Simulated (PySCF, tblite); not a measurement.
**C8H14OSi: geometry, infrared bands and NMR shifts**

What infrared bands and NMR shifts should C8H14OSi (`[SiH3]O/C1=C/CC/C=C\CC1`) show?

The runs use tblite 0.8.0 and PySCF 2.14.0, with density-fitted response routines of our own; the level of theory stands in each step. All values are computed, except where a source is named. Atoms are numbered from 0 throughout.

## 1. The molecule as given

24 atoms, charge 0, multiplicity 1; geometry from: force field or distance geometry start.

Bonds of the start (Å): Si0–O1 1.77, O1–C2 1.41, C2–C3 1.32, C3–C4 1.51, C4–C5 1.54, C5–C6 1.48, C6–C7 1.32, C7–C8 1.45, C8–C9 1.48, C9–C2 1.49, Si0–H10 1.47, Si0–H11 1.47, Si0–H12 1.43, C3–H13 1.09, C4–H14 1.10, C4–H15 1.10, C5–H16 1.10, C5–H17 1.10, C6–H18 1.10, C7–H19 1.10, C8–H20 1.12, C8–H21 1.14, C9–H22 1.14, C9–H23 1.11.

## 2. Optimising the geometry with GFN2-xTB

The job: settings as JSON, then the geometry in Å.

```
{"job": {"kind": "relax", "xc": "GFN2-xTB", "basis": "xTB"}, "charge": 0, "multiplicity": 1}
Si     3.466500    -0.070500    -0.056800
O      2.036500     0.471400    -0.955400
C      0.862400     0.352900    -0.191400
C      0.663200    -0.923800     0.066600
C     -0.425000    -1.634100     0.841000
C     -1.593100    -1.680700    -0.163000
C     -2.371600    -0.428500    -0.068900
C     -2.181600     0.871800    -0.213600
C     -1.142300     1.827900    -0.557600
C      0.183400     1.655800     0.068900
H      3.726100     0.989400     0.927700
H      3.174700    -1.305200     0.689500
H      4.539700    -0.318300    -0.972900
H      1.434000    -1.592400    -0.324800
H     -0.150700    -2.669000     1.092300
H     -0.697500    -1.041400     1.729900
H     -1.205300    -1.820000    -1.180400
H     -2.220600    -2.528600     0.160900
H     -3.405900    -0.657600     0.219600
H     -3.140100     1.383000    -0.012800
H     -1.114900     1.961000    -1.671300
H     -1.525200     2.838700    -0.204900
H      0.853600     2.463800    -0.373400
H      0.222200     1.874200     1.158200
```

Launch:

```sh
> OMP_NUM_THREADS=1 python probes_run.py task.json out
```

This one command runs all jobs of the session in turn.

**Question.** This job is followed by: GFN2-xTB harmonic vibrations, gas phase; GIAO PBE0/pcSseg-1 NMR shielding, non-relativistic, gas phase. Predict these results of the whole session: strongest single infrared mode (GFN2-xTB); zero-point energy (GFN2-xTB); ¹³C shifts against TMS (PBE0/pcSseg-1); ¹H shifts against TMS (PBE0/pcSseg-1, means over atoms taken as alike); ²⁹Si shifts against TMS (PBE0/pcSseg-1); ¹⁷O shifts against H2O (PBE0/pcSseg-1); surface potential, 1st and 99th percentile.

As calculated:

| quantity | value |
| --- | --- |
| strongest single infrared mode (GFN2-xTB) | 2223 cm⁻¹, 410 km/mol |
| zero-point energy (GFN2-xTB) | 122.6 kcal/mol |
| ¹³C shifts against TMS (PBE0/pcSseg-1) | 170.2, 144.1, 142.2, 110.3, 40.3, 34.9, 32.3, 30.0 ppm |
| ¹H shifts against TMS (PBE0/pcSseg-1, means over atoms taken as alike) | 6.53, 6.43, 5.18, 4.92, 2.35, 2.32, 2.21, 2.01 ppm |
| ²⁹Si shifts against TMS (PBE0/pcSseg-1) | -47.8 ppm |
| ¹⁷O shifts against H2O (PBE0/pcSseg-1) | 104.4 ppm |
| surface potential, 1st and 99th percentile | -0.82 V and 0.99 V |

Relaxing lowered the energy by 1.644 eV in 200 steps; the close pair that moved most is Si0–O1, from 1.774 to 1.621 Å. All 66 modes are real, so the xTB geometry is a minimum. The strongest single mode, at 2223 cm⁻¹, moves mainly H11 and H10. GFN2-xTB is a fitted tight-binding method: band positions and strengths are rough. Its intensities can rank the bands wrongly.
